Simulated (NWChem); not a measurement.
**SiH3O4 (SMILES [O][Si](O)(O)O) at 3 levels**

We compute a comparison of 3 runs (UHF/STO-3G, UHF/3-21G, UB3LYP/6-31G*) of SiH3O4. 

Program for the calculation: NWChem 7.3.0.

4 further runs of the same task are left out: 4 that didn't finish. Runs told in other sessions of the task aren't counted.

## 1. The structure to begin with

SiH3O4 has 8 atoms, charge 0, and is taken as a doublet. As SMILES, `[O][Si](O)(O)O`. The coordinates come from a PBE0-D4/def2-TZVP relaxation. This is one conformer, not always the lowest.

Bond lengths: O1–Si2 1.656 Å, Si2–O3 1.631 Å, Si2–O4 1.622 Å, Si2–O5 1.624 Å, O3–H6 0.959 Å, O4–H7 0.959 Å, O5–H8 0.958 Å. Angles: O1–Si2–O3 102.2°, O1–Si2–O4 107.0°, O1–Si2–O5 116.5°, O3–Si2–O4 116.6°, O3–Si2–O5 108.2°, O4–Si2–O5 106.6°, Si2–O3–H6 117.6°, Si2–O4–H7 116.9°, Si2–O5–H8 118.2°.

## 2. Energy and forces at UHF/STO-3G (run 1)

File h3o4si.nw:

```
start h3o4si
memory stack 880 mb heap 220 mb global 1100 mb

geometry noautosym nocenter noautoz
   O    -1.417600    0.247800    1.193000
   Si   -0.195800    0.058700    0.091000
   O     1.117100   -0.067300    1.049800
   O    -0.249900    1.339100   -0.902700
   O    -0.266300   -1.263500   -0.849700
   H     1.271400    0.633000    1.686700
   H    -0.094000    1.173100   -1.833800
   H    -0.165000   -2.120800   -0.434300
end

basis spherical bse
   * library STO-3G
end

scf
   doublet
   uhf
   thresh 1e-08
   maxiter 80
   print medium
end

task scf gradient
```

Run with:

```sh
$ nwchem h3o4si.nw > h3o4si.out
```

Standard output:

```text
[...]
  functions       =    32
[...]
  wavefunction    = UHF
[...]
         Total SCF energy =   -582.758054231727
      One electron energy =  -1325.131388761647
      Two electron energy =    485.009152728796
 Nuclear repulsion energy =    257.364181801124
                       Sz =      0.5000
                 Sz(Sz+1) =      0.7500
                      S^2 =      0.7535
[...]
                         UHF ENERGY GRADIENTS
    atom               coordinates                        gradient
                 x          y          z           x          y          z
   1 O      -2.678876   0.468274   2.254443    0.030003  -0.002766  -0.017521
   2 Si     -0.370008   0.110927   0.171965   -0.017645   0.005255   0.002380
   3 O       2.111013  -0.127179   1.983834   -0.017307   0.026355   0.015943
   4 O      -0.472243   2.530532  -1.705856    0.004565  -0.024182  -0.018171
   5 O      -0.503234  -2.387669  -1.605700    0.005445  -0.013510   0.026511
   6 H       2.402598   1.196197   3.187401    0.004116  -0.020865  -0.011872
   7 H      -0.177634   2.216838  -3.465380   -0.005287   0.012755   0.020831
   8 H      -0.311805  -4.007731  -0.820708   -0.003890   0.016957  -0.018101
[...]
```

Run time: 14 s. Hardware: 1 thread of Intel Xeon Platinum 8259CL at 2.50GHz (Skylake/Cascade Lake), shared host; peak memory 0.099 GiB.

## 3. Energy and forces at UHF/3-21G (run 2)

File h3o4si.nw:

```
START h3o4si
TITLE "H3O4Si"
memory 2200 mb

GEOMETRY units angstrom noautosym nocenter noautoz
  O     -1.417600     0.247800     1.193000
  Si    -0.195800     0.058700     0.091000
  O      1.117100    -0.067300     1.049800
  O     -0.249900     1.339100    -0.902700
  O     -0.266300    -1.263500    -0.849700
  H      1.271400     0.633000     1.686700
  H     -0.094000     1.173100    -1.833800
  H     -0.165000    -2.120800    -0.434300
END

BASIS "ao basis" spherical bse
  * library 3-21G
END

SCF
  doublet
  uhf
  thresh 1e-08
  maxiter 80
END

TASK scf gradient
```

Run with:

```sh
$ nwchem h3o4si.nw > h3o4si.out
```

Standard output:

```text
[...]
  functions       =    55
[...]
  wavefunction    = UHF
[...]
         Total SCF energy =   -587.085620159237
      One electron energy =  -1325.263147565098
      Two electron energy =    480.813345604737
 Nuclear repulsion energy =    257.364181801124
                       Sz =      0.5000
                 Sz(Sz+1) =      0.7500
                      S^2 =      0.7527
[...]
                         UHF ENERGY GRADIENTS
    atom               coordinates                        gradient
                 x          y          z           x          y          z
   1 O      -2.678876   0.468274   2.254443    0.032776  -0.002644  -0.024425
   2 Si     -0.370008   0.110927   0.171965   -0.017092  -0.000514   0.013029
   3 O       2.111013  -0.127179   1.983834   -0.006592  -0.005964  -0.005990
   4 O      -0.472243   2.530532  -1.705856   -0.001816  -0.005538   0.010382
   5 O      -0.503234  -2.387669  -1.605700    0.003468   0.011696  -0.001693
   6 H       2.402598   1.196197   3.187401   -0.010199   0.001330  -0.007215
   7 H      -0.177634   2.216838  -3.465380    0.000246  -0.008675   0.008024
   8 H      -0.311805  -4.007731  -0.820708   -0.000792   0.010310   0.007888
[...]
```

It took 19 s on 1 thread of Intel Xeon Platinum 8259CL at 2.50GHz (Skylake/Cascade Lake), shared host; peak memory 0.098 GiB.

## 4. Energy and gradient at UB3LYP/6-31G(d) (Cartesian functions) (run 3)

File h3o4si.xyz:

```xyz
8

O     -1.417600     0.247800     1.193000
Si    -0.195800     0.058700     0.091000
O      1.117100    -0.067300     1.049800
O     -0.249900     1.339100    -0.902700
O     -0.266300    -1.263500    -0.849700
H      1.271400     0.633000     1.686700
H     -0.094000     1.173100    -1.833800
H     -0.165000    -2.120800    -0.434300
```

File h3o4si.nw:

```
start h3o4si
memory total 2200 mb
geometry noautosym nocenter noautoz
   load h3o4si.xyz
end
basis cartesian
   * library 6-31G*
end
dft
   xc b3lyp
   mult 2
   grid xfine
   convergence energy 1e-08
   maxiter 100
   mulliken
   print low
end
task dft gradient
```

Run with:

```sh
$ nwchem h3o4si.nw > h3o4si.out
```

Standard output:

```text
[...]
 d= 0,ls=0.0,diis     1   -592.1707192248 -8.50D+02  7.44D-03  2.58D-01     6.8
[...]
 d= 0,ls=0.0,diis    18   -592.2782002296 -8.68D-10  1.01D-07  3.13D-11   125.4
[...]
         Total DFT energy =     -592.278200229609
      One electron energy =    -1330.236751904764
           Coulomb energy =      537.183312589808
    Exchange-Corr. energy =      -56.588942715776
 Nuclear repulsion energy =      257.364181801124
[...]
      Total Density - Mulliken Population Analysis
     ---------------------------------------------
    Atom       Charge   Shell Charges
 -----------   ------   -------------------------------------------------------
    1 O    8     8.34   1.99  0.95  2.76  0.98  1.65  0.01
    2 Si  14    12.96   2.00  1.99  5.96  0.88  1.48 -0.05  0.32  0.39
    3 O    8     8.66   1.99  0.90  2.96  0.89  1.88  0.04
    4 O    8     8.66   1.99  0.90  2.96  0.88  1.88  0.04
    5 O    8     8.68   1.99  0.90  2.97  0.89  1.89  0.04
    6 H    1     0.56   0.47  0.10
    7 H    1     0.56   0.47  0.10
    8 H    1     0.57   0.47  0.10
[...]
      <S2> =      0.7529 (Exact =     0.7500)
                         DFT ENERGY GRADIENTS
    atom               coordinates                        gradient
                 x          y          z           x          y          z
   1 O      -2.678876   0.468274   2.254443    0.005438  -0.000907  -0.005470
   2 Si     -0.370008   0.110927   0.171965    0.005598   0.000285  -0.002151
   3 O       2.111013  -0.127179   1.983834   -0.009887   0.007689  -0.002243
   4 O      -0.472243   2.530532  -1.705856    0.001288  -0.012355  -0.000372
   5 O      -0.503234  -2.387669  -1.605700    0.001065   0.002335   0.011577
   6 H       2.402598   1.196197   3.187401   -0.001082  -0.006443  -0.005431
   7 H      -0.177634   2.216838  -3.465380   -0.001356   0.002201   0.008112
   8 H      -0.311805  -4.007731  -0.820708   -0.001063   0.007196  -0.004023
 Task  times  cpu:      136.3s     wall:      136.3s
 Total times  cpu:      136.3s     wall:      136.3s
```

It took 2.3 min on 1 thread of Intel Xeon Platinum 8259CL at 2.50GHz (Skylake/Cascade Lake), shared host; peak memory 0.15 GiB.

## 5. The series

| run | level | Cartesian functions | iteration cap | energy (Eh) | dipole moment (D) | HOMO energy (eV) | LUMO energy (eV) | wall time |
| --- | --- | --- | --- | --- | --- | --- | --- | --- |
| 1 | UHF/STO-3G | no | 80 | -582.758054 | 0.86 | -9.12 | 8.94 | 14 s |
| 2 | UHF/3-21G | no | 80 | -587.085620 | 1.52 | -13.37 | 2.46 | 19 s |
| 3 | UB3LYP/6-31G* (Cartesian functions) | yes | 100 | -592.278200 | – | – | – | 2.3 min |

## 6. What came out

| quantity | value |
| --- | --- |
| run 3: total energy | -592.27820 Eh |
| run 3: ⟨S²⟩ | 0.753 |
| run 3: largest force on an atom | 0.654 eV/Å |

In words: In run 1 the basis is minimal, so the values are rough. All runs together took 2.8 min, the longest 2.3 min.
